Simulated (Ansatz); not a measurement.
# BCl3FH3O: the cost of one run

Program: Ansatz 0.2.0, Gaussian basis. Level of theory: PBE0-D4, def2-SVP first, then def2-TZVP. These are calculated values, not measurements.

190 further runs of the same task are left out: 190 set aside as unsound or not needed.

## 1. The system as given

The guess: 9 atoms, charge 0, spin multiplicity 1.

Atoms are counted from 1 here; the program's logs count them from 0.

Bond lengths: B1–Cl3 1.797 Å, B1–Cl4 1.781 Å, B1–O6 1.484 Å, Cl2–H7 1.477 Å, H5–O6 1.120 Å, O6–H9 0.969 Å. Angles: Cl3–B1–Cl4 118.1°, Cl3–B1–O6 110.4°, Cl4–B1–O6 111.2°, B1–O6–H5 113.5°, B1–O6–H9 112.9°, H5–O6–H9 109.9°.

Coordinates:

```
atom    x (Å)    y (Å)    z (Å)
  B1  -0.7047   0.3398  -0.5974
 Cl2   1.3097   0.4903  -1.1826
 Cl3  -1.5422  -0.5830  -1.8925
 Cl4  -1.2498   2.0022  -0.2659
  H5   0.3312  -0.3594   1.1978
  O6  -0.6405  -0.4617   0.6494
  H7   1.7504   0.1808   0.1926
  F8   1.5875  -0.2106   1.3932
  H9  -0.8416  -1.3985   0.5054
```

Distances that are to change: B1–O6 1.48 Å, H5–F8 1.28 Å, Cl2–H7 1.48 Å, B1–Cl2 2.10 Å, H5–O6 1.12 Å, H7–F8 1.27 Å.

## 2. Constrained relaxation of the guess

Contents of hold/in.yaml:

```yaml
crystal:
  periodic: [false, false, false]
  atoms:
    - {symbol: B, position_ang: [-0.704700, 0.339800, -0.597400]}
    - {symbol: Cl, position_ang: [1.309700, 0.490300, -1.182600]}
    - {symbol: Cl, position_ang: [-1.542200, -0.583000, -1.892500]}
    - {symbol: Cl, position_ang: [-1.249800, 2.002200, -0.265900]}
    - {symbol: H, position_ang: [0.331200, -0.359400, 1.197800]}
    - {symbol: O, position_ang: [-0.640500, -0.461700, 0.649400]}
    - {symbol: H, position_ang: [1.750400, 0.180800, 0.192600]}
    - {symbol: F, position_ang: [1.587500, -0.210600, 1.393200]}
    - {symbol: H, position_ang: [-0.841600, -1.398500, 0.505400]}
basis:
  gaussian: {orbitals: def2-SVP}
hamiltonian: {xc: pbe0, dispersion: d4}
relax: {f_tol: 0.04, max_steps: 150, escape_saddle: false, constraints: [{distance: [0, 5]}, {distance: [4, 7]}, {distance: [1, 6]}, {distance: [0, 1]}, {distance: [4, 5]}, {distance: [6, 7]}]}
```

On the command line:

```console
ansatz run in.yaml --threads 8 --pin off --events-out ev --progress --plain --max-ram 19148MiB
```

**Question.** How long does this run take on 8 threads of Arm Neoverse V2, shared host?

About 10 s.
